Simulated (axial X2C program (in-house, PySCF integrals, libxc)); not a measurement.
# A two-component session on AuS⁺: properties at the nuclei

Wanted for AuS⁺: properties at the nuclei, at the two-component level.

The runs use an in-house X2C program for linear molecules on PySCF integrals; two-component X2C with atomic mean-field terms, Au dyall-cv3z, S dyall-av3z.

All values are calculated.

1 further run of the same task is left out (it didn't finish).

## Step 1: Set-up

Contents of task.json:

```json
{"zs": [79, 16], "q": 1, "bas": ["dyall-cv3z", "dyall-av3z"], "r0": 2.15, "levels": ["PBE0", "HF", "r2SCAN", "BP86", "PBE50"], "nst": 3}
```

Keys: zs atomic numbers; q charge; bas basis sets; r0 starting distance in Å; levels methods (HF also brings MP2); nst determinants followed.

Command:

```bash
$ python soeom.py task.json out
```

The runs that follow: Expectation values, lowest determinant; Expectation values, a higher determinant.

What does the calculation give? Wanted: lowest determinant; Eeff magnitude; Ws magnitude Au; A∥/gI Au; qzz Au; higher determinant; qzz S (for each run or level that gives them).

As calculated:

| quantity | value |
| --- | --- |
| lowest determinant | Ω = 1 (excess of +ω over −ω: ω = -1/2, ω = 3/2) |
| Eeff magnitude (GV/cm), PBE0 | 6.95 |
| Ws magnitude Au (kHz), PBE0 | 5.04 |
| A∥/gI Au (MHz), PBE0 | -1510 |
| qzz Au (a.u.), PBE0 | 1.27 |
| higher determinant | Ω = 0 (closed shell) |
| qzz Au (a.u.), PBE0, higher determinant | 1.72 |
| qzz S (a.u.), PBE0, higher determinant | -0.91 |

In words: In the first state, the effective field runs from 0.951 to 9.18 GV/cm over the mean-field levels, so the levels don't agree on it. The expectation values come from single determinants, which for open shells can mix terms of unlike spin or miss the lowest Ω, so a determinant need not be a state. Eeff is the effective electric field on the electron dipole moment in this Ω state and Ws the scalar–pseudoscalar constant (defined with the proton number Z and per Ω); A∥ is the parallel hyperfine constant, which follows by multiplying with the nuclear g factor gI = μI/(I μN); qzz is the electric field gradient, eQq0 = 234.96 MHz × Q/barn × qzz. The operators were transformed with the bare-nucleus X2C matrices.
